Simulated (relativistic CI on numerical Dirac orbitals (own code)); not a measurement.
# Ar³⁺: one ion under different settings

How much do the settings matter for Ar³⁺? One ion, several inputs.

The numbers are computed with relativistic CI on numerical Dirac orbitals (own code) version 3 (Dirac-Coulomb-Breit CI, KLI orbitals optimised for each configuration, model QED (radiative potential, 1s self-energy scaled to tabulated hydrogen-like ionisation energies), numerical settings as typed), except any that are marked as measured or tabulated.

## Step 1: The system

```
ion            : Ar³⁺ (Ar IV)
nuclear charge : 18
electrons      : 15
isotope        : A = 40
```

## Step 2: The usual input

Settings of the run:

```ini
atom Ar  Z=18  charge=3  electrons=15
nucleus A=40  rms_radius_fm=3.4274
hamiltonian dirac-coulomb  breit=on  qed=on  c_scale=1
orbitals kli  potential=per-configuration
slater_scale 1
correlation none
mixing on
grid step=0.0125 r_max=25.7
scf mixing=0.4 start=green max_iterations=150 tolerance=2e-08 node_fill=0.05
configurations
  [Ne] 3s2 3p3
end
```

Command:

```
python run_levels.py task.json out
```

task.json lists these runs, among others, and the program works through them in turn.

## Step 3: Tolerance 0.0001, speed-of-light factor 2

Settings of the run:

```ini
atom Ar  Z=18  charge=3  electrons=15
nucleus A=40  rms_radius_fm=3.4274
hamiltonian dirac-coulomb  breit=on  qed=on  c_scale=2
orbitals kli  potential=per-configuration
slater_scale 1
correlation none
mixing on
grid step=0.0125 r_max=25.7
scf mixing=0.4 start=green max_iterations=150 tolerance=0.0001 node_fill=0.05
configurations
  [Ne] 3s2 3p3
end
```

## Step 4: Nuclear radius 3.7701

Settings of the run:

```ini
atom Ar  Z=18  charge=3  electrons=15
nucleus A=40  rms_radius_fm=3.7701
hamiltonian dirac-coulomb  breit=on  qed=on  c_scale=1
orbitals kli  potential=per-configuration
slater_scale 1
correlation none
mixing on
grid step=0.0125 r_max=25.7
scf mixing=0.4 start=green max_iterations=150 tolerance=2e-08 node_fill=0.05
configurations
  [Ne] 3s2 3p3
end
```

## Step 5: Tolerance 1e-10, start potential bare, nuclear radius 4.4556

Settings of the run:

```ini
atom Ar  Z=18  charge=3  electrons=15
nucleus A=40  rms_radius_fm=4.4556
hamiltonian dirac-coulomb  breit=on  qed=on  c_scale=1
orbitals kli  potential=per-configuration
slater_scale 1
correlation none
mixing on
grid step=0.0125 r_max=25.7
scf mixing=0.4 start=bare max_iterations=150 tolerance=1e-10 node_fill=0.05
configurations
  [Ne] 3s2 3p3
end
```

## Step 6: Grid step 0.02, Slater scale 0.6, QED terms off

Settings of the run:

```ini
atom Ar  Z=18  charge=3  electrons=15
nucleus A=40  rms_radius_fm=3.4274
hamiltonian dirac-coulomb  breit=on  qed=off  c_scale=1
orbitals kli  potential=per-configuration
slater_scale 0.6
correlation none
mixing on
grid step=0.02 r_max=25.7
scf mixing=0.4 start=green max_iterations=150 tolerance=2e-08 node_fill=0.05
configurations
  [Ne] 3s2 3p3
end
```

## Step 7: Slater scale -1

Settings of the run:

```ini
atom Ar  Z=18  charge=3  electrons=15
nucleus A=40  rms_radius_fm=3.4274
hamiltonian dirac-coulomb  breit=on  qed=on  c_scale=1
orbitals kli  potential=per-configuration
slater_scale -1
correlation none
mixing on
grid step=0.0125 r_max=25.7
scf mixing=0.4 start=green max_iterations=87 tolerance=2e-08 node_fill=0.05
configurations
  [Ne] 3s2 3p3
end
```

## Step 8: Speed-of-light factor 0.4

Settings of the run:

```ini
atom Ar  Z=18  charge=3  electrons=15
nucleus A=40  rms_radius_fm=3.4274
hamiltonian dirac-coulomb  breit=on  qed=on  c_scale=0.4
orbitals kli  potential=per-configuration
slater_scale 1
correlation none
mixing on
grid step=0.0125 r_max=25.7
scf mixing=0.4 start=green max_iterations=98 tolerance=2e-08 node_fill=0.05
configurations
  [Ne] 3s2 3p3
end
```

(Steps that only read results are left out.)

What does the calculation give? Wanted: lowest level, usual settings; total energy; first excitation.

The runs gave:

| setting | total energy less usual (Ha) | largest shift of a level among the lowest eight of both runs, same label and place (cm⁻¹) | SCF iterations | time | lowest level | kind of change |
| --- | --- | --- | --- | --- | --- | --- |
| usual | 0 | 0 | 10 | 0.037 s | 3p3 4S°3/2 | - |
| tolerance 0.0001, speed-of-light factor 2 | 1.3 | 188 | 7 | 0.035 s | 3p3 4S°3/2 | unphysical constant |
| nuclear radius 3.7701 | 0.000125 | 0 | 10 | 0.038 s | 3p3 4S°3/2 | unphysical constant |
| tolerance 1e-10, start potential bare, nuclear radius 4.4556 | 0.000431 | 0.00831 | 13 | 0.041 s | 3p3 4S°3/2 | unphysical constant |
| grid step 0.02, Slater scale 0.6, QED terms off | -0.0402 | 17200 | 10 | 0.013 s | 3p3 4S°3/2 | model term |
| Slater scale -1 | 0.0387 | 42900 | 10 | 0.038 s | 3p3 2P°3/2 | unsound |
| speed-of-light factor 0.4 | -9.6 | 6290 | 10 | 0.037 s | 3p3 4S°3/2 | unsound |

| quantity | value |
| --- | --- |
| lowest level, usual settings | 3p3 4S°3/2 |
| total energy | -525.5071 Ha |
| first excitation | 25754 cm⁻¹ |

In words: Among the runs whose levels can be followed, they move most under «Slater scale -1» (unsound), by up to 42900 cm⁻¹. Only the listed configurations are in the model. In a near-neutral ion this small CI can misplace whole configurations by 10,000 cm⁻¹ or more.
